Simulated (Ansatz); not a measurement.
# B2PLYP/6-31G(d) (spherical functions) run of GaSiH3F2 (SMILES [F][Ga]([F])[SiH3])

What is the vertical ionisation energy of GaSiH3F2 at B2PLYP/6-31G* (spherical functions)? 

The calculation is run with Ansatz 0.2.0.

78 further runs of the same task are left out: 1 that didn't finish, 77 set aside as unsound or not needed. Runs told in other sessions of the task aren't counted.

### Step 1. The system as given

The species is GaSiH3F2 (7 atoms), meant as a singlet with charge 0. SMILES: `[F][Ga]([F])[SiH3]`. Geometry: relaxed at PBE0-D4/def2-TZVP.

Bond lengths: F1–Ga2 1.750 Å, Ga2–F3 1.749 Å, Ga2–Si4 2.387 Å, Si4–H5 1.483 Å, Si4–H6 1.483 Å, Si4–H7 1.484 Å. Angles: F1–Ga2–F3 110.4°, F1–Ga2–Si4 124.5°, F3–Ga2–Si4 125.2°, Ga2–Si4–H5 109.3°, Ga2–Si4–H6 108.8°, Ga2–Si4–H7 107.8°, H5–Si4–H6 110.6°, H5–Si4–H7 110.2°, H6–Si4–H7 110.0°.

### Step 2. A single-point energy at B2PLYP/6-31G(d) (spherical functions)

Input file job.yaml:

```yaml
basis:
  gaussian: {orbitals: 6-31G_st_-spherical.json}
crystal:
  periodic: [false, false, false]
  atoms:
    - {symbol: F, position_ang: [0.337700, -1.716900, 2.042000]}
    - {symbol: Ga, position_ang: [0.749800, -0.872200, 0.566000]}
    - {symbol: F, position_ang: [2.304600, -1.409500, -0.029300]}
    - {symbol: Si, position_ang: [-0.636100, 0.761900, -0.486900]}
    - {symbol: H, position_ang: [0.191200, 1.594100, -1.392900]}
    - {symbol: H, position_ang: [-1.267600, 1.599600, 0.561500]}
    - {symbol: H, position_ang: [-1.679500, 0.043100, -1.260400]}
hamiltonian: {xc: {name: B2PLYP}}
correlation: {frozen_orbitals: {F: 1, Ga: 9, H: 0, Si: 5}}
accuracy: high
output: {orbitals: {seedname: orbitals}}
```

The basis set 6-31G* is read from a file made from the Basis Set Exchange's data (not shown).

Command:

```bash
$ ansatz run job.yaml --threads 1 --pin off --max-ram 3480MiB --events-out events.jsonl --progress --plain --runs-dir runs
```

The log of the run:

```text
Warning: RAYON_NUM_THREADS=1 ignored (pool sized by the plan → 1); use --threads N
Functional definition: B2PLYP
  name "B2PLYP"
  parameter a = 0.53
  parameter c = 0.27
  exchange = (1 - a)*b88_x + a*exact_x
  correlation = (1 - c)*lyp_c + c*(mp2_os + mp2_ss)
1770 factors; integrals over basis functions are off by at most 5.7e-9 eV
mean field evaluation 1: about -65704.6146 eV, gradient 4.7e1 eV
mean field evaluation 2: about -65704.8466 eV, gradient 4.7e1 eV
mean field evaluation 4: about -65708.6190 eV, gradient 1.2e0 eV
mean field evaluation 8: about -65708.6409 eV, gradient 1.6e-1 eV
mean field evaluation 16: about -65708.6409 eV, gradient 2.1e-5 eV
mean field -65708.64094185 eV, -2414.7480156965 hartree, gradient 2.8e-8 eV, S^2 0.000000; 0 other end points of the search recorded, 0 dependent functions left out
16 core orbitals not correlated: weight in the atoms' cores, before any rotation towards them, 1.000 or more for the frozen orbitals, at most 0.000 for the correlated occupied ones
reference -65708.64096956 eV, -2414.7480167148 hartree; 17, 17 occupied and 51, 51 virtual orbitals, 1770 factors
second order -22.14545792 eV of doubles, -0.00000000 eV of singles
Total energy: -65714.62024320 eV, -2414.9677509682 hartree
```

Wall time 21 s (1 thread of Arm Neoverse N1, shared host); peak memory 0.3 GiB.

### Step 3. The doublet cation, same level

Input file in.yaml:

```yaml
basis:
  gaussian: {orbitals: 6-31G_st_-spherical.json}
crystal:
  periodic: [false, false, false]
  atoms:
    - symbol: F
      position_ang: [0.337700, -1.716900, 2.042000]
    - symbol: Ga
      position_ang: [0.749800, -0.872200, 0.566000]
    - symbol: F
      position_ang: [2.304600, -1.409500, -0.029300]
    - symbol: Si
      position_ang: [-0.636100, 0.761900, -0.486900]
    - symbol: H
      position_ang: [0.191200, 1.594100, -1.392900]
    - symbol: H
      position_ang: [-1.267600, 1.599600, 0.561500]
    - symbol: H
      position_ang: [-1.679500, 0.043100, -1.260400]
total_charge: 1
magnetization: {spin_polarized: true, initial_magnetization: 1}
hamiltonian: {xc: {name: B2PLYP}}
correlation: {frozen_orbitals: {F: 1, Ga: 9, H: 0, Si: 5}}
accuracy: high
output: {orbitals: {seedname: orbitals}}
```

The basis set 6-31G* is read from a file made from the Basis Set Exchange's data (not shown).

Command:

```bash
$ ansatz run in.yaml --threads 1 --pin off --max-ram 3480MiB --events-out events.jsonl --progress --plain --runs-dir runs
```

The log of the run:

```text
Warning: RAYON_NUM_THREADS=1 ignored (pool sized by the plan → 1); use --threads N
[... 6 set-up lines as earlier in the session ...]
1769 factors; integrals over basis functions are off by at most 5.7e-9 eV
mean field evaluation 1: about -65686.2319 eV, gradient 5.6e1 eV
mean field evaluation 2: about -65686.2791 eV, gradient 5.6e1 eV
mean field evaluation 4: about -65696.9208 eV, gradient 7.9e0 eV
mean field evaluation 8: about -65697.4396 eV, gradient 9.6e-1 eV
mean field evaluation 16: about -65697.4601 eV, gradient 6.4e-3 eV
mean field evaluation 32: about -65697.4601 eV, gradient 2.6e-6 eV
mean field evaluation 64: about -65694.7501 eV, gradient 1.6e0 eV
mean field -65697.46014156 eV, -2414.3371288646 hartree, gradient 5.2e-8 eV, S^2 0.762516; 2 other end points of the search recorded, 0 dependent functions left out
16 core orbitals not correlated: weight in the atoms' cores, before any rotation towards them, 1.000 or more for the frozen orbitals, at most 0.000 for the correlated occupied ones
reference -65697.46016932 eV, -2414.3371298847 hartree; 17, 16 occupied and 51, 52 virtual orbitals, 1769 factors
second order -22.34091359 eV of doubles, -0.00000000 eV of singles
Total energy: -65703.49221599 eV, -2414.5588035111 hartree
```

Wall time 47 s (1 thread of Arm Neoverse N1, shared host); peak memory 0.64 GiB.

### Step 4. Outcome

At B2PLYP/6-31G* (spherical functions), 16 core orbitals frozen:

| quantity | value |
| --- | --- |
| singlet GaSiH3F2: total energy | -2414.96775 Eh |
| singlet GaSiH3F2: HOMO energy (SCF part's orbitals) | -10.04 eV |
| singlet GaSiH3F2: LUMO energy (SCF part's orbitals) | -0.52 eV |
| singlet GaSiH3F2: HOMO–LUMO gap (SCF part's orbitals) | 9.52 eV |
| doublet cation: total energy | -2414.55880 Eh |
| doublet cation: HOMO energy (SCF part's orbitals) (highest over α and β) | -17.72 eV |
| doublet cation: LUMO energy (SCF part's orbitals) (lowest over α and β) | -12.31 eV |
| doublet cation: ⟨S²⟩ | 0.763 |
| vertical ionisation energy (to the doublet cation) | 11.128 eV |

In words: Removing an electron at fixed nuclei costs 11.13 eV (257 kcal/mol). −ε(HOMO) before ionisation, 10.04 eV, is 1.09 eV below this ionisation energy.
